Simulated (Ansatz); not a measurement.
# C2H8BFOSi: the cost of one run

Method: RKS PBE0-D4/STO-3G, in Ansatz 0.2.0.

### 1 Starting point

Bond lengths: B1–C2 1.654 Å, C2–Si3 1.891 Å, Si3–F4 1.638 Å, Si3–O5 1.702 Å, O5–C6 1.425 Å, B1–H7 1.173 Å, B1–H8 1.122 Å, C2–H9 1.146 Å, C2–H10 1.116 Å, Si3–H11 1.472 Å, C6–H12 1.090 Å, C6–H13 1.099 Å, C6–H14 1.115 Å. Angles (14 of 22 angles, heavy atoms first): B1–C2–Si3 110.7°, C2–Si3–F4 108.6°, C2–Si3–O5 110.3°, F4–Si3–O5 112.7°, Si3–O5–C6 109.9°, B1–C2–H9 108.6°, B1–C2–H10 109.4°, Si3–C2–H9 111.2°, Si3–C2–H10 109.7°, C2–B1–H7 117.7°, C2–B1–H8 118.7°, C2–Si3–H11 107.1°, F4–Si3–H11 107.0°, O5–Si3–H11 110.9°.

Coordinates:

```xyz
14

B     1.3384   -1.8953    1.1455
C     0.1846   -0.7143    1.0502
Si   -0.3322   -0.4271   -0.7456
F    -0.8572   -1.8461   -1.3721
O    -1.5054    0.8026   -0.8324
C    -0.8719    2.0794   -0.8149
H     2.3614   -1.7041    0.6046
H     1.1140   -2.8218    1.7372
H     0.6029    0.2438    1.5191
H    -0.7048   -1.0149    1.6545
H     0.8801   -0.0487   -1.4906
H    -1.6326    2.8593   -0.8341
H    -0.2783    2.2209   -1.7292
H    -0.3119    2.2371    0.1368
```

### 2 End point A

Input file input.yaml:

```yaml
crystal:
  periodic: [false, false, false]
  atoms:
    - { symbol: B, position_ang: [1.3384, -1.8953, 1.1455] }
    - { symbol: C, position_ang: [0.1846, -0.7143, 1.0502] }
    - { symbol: Si, position_ang: [-0.3322, -0.4271, -0.7456] }
    - { symbol: F, position_ang: [-0.8572, -1.8461, -1.3721] }
    - { symbol: O, position_ang: [-1.5054, 0.8026, -0.8324] }
    - { symbol: C, position_ang: [-0.8719, 2.0794, -0.8149] }
    - { symbol: H, position_ang: [2.3614, -1.7041, 0.6046] }
    - { symbol: H, position_ang: [1.114, -2.8218, 1.7372] }
    - { symbol: H, position_ang: [0.6029, 0.2438, 1.5191] }
    - { symbol: H, position_ang: [-0.7048, -1.0149, 1.6545] }
    - { symbol: H, position_ang: [0.8801, -0.0487, -1.4906] }
    - { symbol: H, position_ang: [-1.6326, 2.8593, -0.8341] }
    - { symbol: H, position_ang: [-0.2783, 2.2209, -1.7292] }
    - { symbol: H, position_ang: [-0.3119, 2.2371, 0.1368] }
basis:
  gaussian: { orbitals: STO-3G }
hamiltonian:
  xc: pbe0
  dispersion: d4
relax:
  f_tol: 0.015
  max_steps: 40
output:
  orbitals: {}
```

Run with:

```console
> ansatz run input.yaml --threads 1 --pin off --max-ram 2048MiB --backend cpu --events-out ev --progress --plain --runs-dir out
```

What time and memory should one allow on 1 thread of Arm Neoverse V1, shared host?

About 52 s, with a peak of 0.18 GiB.
